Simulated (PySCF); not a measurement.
**Pb(SH)4: other functionals and bases at one geometry**

An exercise on one series of results from a longer session: the logs are not shown, and one member is left open.

Program: PySCF 2.14.0. Level of theory: several levels, as the steps say, no spin–orbit coupling. These are calculated values, not measurements.

3 further runs of the same task are left out: 2 for a known fault of the program, 1 that didn't finish.

## The starting structure

9 atoms, charge 0, spin multiplicity 1.

Bond lengths: Pb1–S2 2.548 Å, Pb1–S4 2.548 Å, Pb1–S6 2.548 Å, Pb1–S8 2.548 Å, S2–H3 1.355 Å, S4–H5 1.355 Å, S6–H7 1.355 Å, S8–H9 1.355 Å. Angles: S2–Pb1–S4 115.5°, S2–Pb1–S6 106.6°, S2–Pb1–S8 106.6°, S4–Pb1–S6 106.6°, S4–Pb1–S8 106.6°, S6–Pb1–S8 115.5°, Pb1–S2–H3 92.2°, Pb1–S4–H5 92.2°, Pb1–S6–H7 92.2°, Pb1–S8–H9 92.2°.

Coordinates:

```mol
H4PbS4
  3D, bonds by distance, orders not assigned

  9  8  0  0  0  0  0  0  0  0999 V2000
    0.0000   -0.0000    0.0000 Pb  0  0
    1.4796    1.5660    1.3599 S   0  0
    2.4297    0.6131    1.5208 H   0  0
   -1.4796   -1.5660    1.3599 S   0  0
   -2.4297   -0.6131    1.5208 H   0  0
    1.5660   -1.4796   -1.3599 S   0  0
    0.6131   -2.4297   -1.5208 H   0  0
   -1.5660    1.4796   -1.3599 S   0  0
   -0.6131    2.4297   -1.5208 H   0  0
  1  2  8  0
  1  4  8  0
  1  6  8  0
  1  8  8  0
  2  3  8  0
  4  5  8  0
  6  7  8  0
  8  9  8  0
M  END
```

Formal oxidation states: Pb +4. An earlier session relaxed this geometry at B3LYP, Pb def2-SVP with ECP60, S def2-SVP, H def2-SVP (singlet, point group S4).

At B3LYP on the finer grid: E = -1787.742081 Eh, HOMO -7.17 eV, LUMO -3.70 eV, Mulliken charge on Pb1 +0.53 e, largest force component 0.006 eV/Å. 

Levels to run: TPSS; BP86; CAM-B3LYP; BLYP; B3LYP, TZVP; B3LYP, x2c-SVP. Hardware: 2 threads of Arm Neoverse V1, shared host.

The first run:

Contents of run.py (the lines that set the calculation):

```python
mol = gto.M(atom='''
Pb     0.00000     0.00000     0.00000
S      1.47957     1.56600     1.35987
H      2.42968     0.61312     1.52076
S     -1.47957    -1.56600     1.35987
H     -2.42968    -0.61312     1.52076
S      1.56600    -1.47957    -1.35987
H      0.61312    -2.42968    -1.52076
S     -1.56600     1.47957    -1.35987
H     -0.61312     2.42968    -1.52076''',
    basis={'Pb': 'def2-SVP', 'S': 'def2-SVP', 'H': 'def2-SVP'},
    ecp={'Pb': 'def2-SVP'},
    charge=0, spin=0)
mf = dft.RKS(mol, xc='TPSS')
mf.grids.atom_grid = (75, 302)
mf = mf.density_fit()  # fitting sets: Pb def2-universal-JKFIT, S def2-universal-JKFIT, H def2-universal-JKFIT
mf.conv_tol = 1e-08; mf.max_cycle = 55
mf.kernel(dm0)  # dm0: the density of the relaxed state
```

Started as:

```console
$ OMP_NUM_THREADS=2 python run.py
```

Among the steps run: TPSS; BP86; CAM-B3LYP; BLYP; B3LYP, TZVP; B3LYP, x2c-SVP.

One of the session's tables, all rows but one given; the rest of the session is left out.

```
               level  HOMO (eV)  gap (eV)  charge on Pb1 (e)  largest force component (eV/Å)
B3LYP (relaxed here)      -7.17      3.47               0.53                            0.01
                TPSS      -6.40      2.15               0.56                            0.09
                BP86          ?         ?                  ?                               ?
           CAM-B3LYP      -8.74      6.12               0.53                            0.35
                BLYP      -5.95      1.96               0.45                            0.42
         B3LYP, TZVP      -7.41      3.46               0.79                            0.30
      B3LYP, x2c-SVP      -7.16      3.44               0.58                            0.06
```

Q: Estimate the row for BP86 from the others.

**Answer.** HOMO (eV): -6.31; gap (eV): 1.97; charge on Pb1 (e): 0.47; largest force component (eV/Å): 0.26. In the column «HOMO (eV)» it lies between TPSS (-6.40) and BLYP (-5.95).

In one basis the HOMO–LUMO gap runs from 1.96 eV (BLYP) to 6.12 eV (CAM-B3LYP). The largest leftover force, 0.42 eV/Å with BLYP, stands at a geometry relaxed at another level. Total energies of different levels can't be compared.
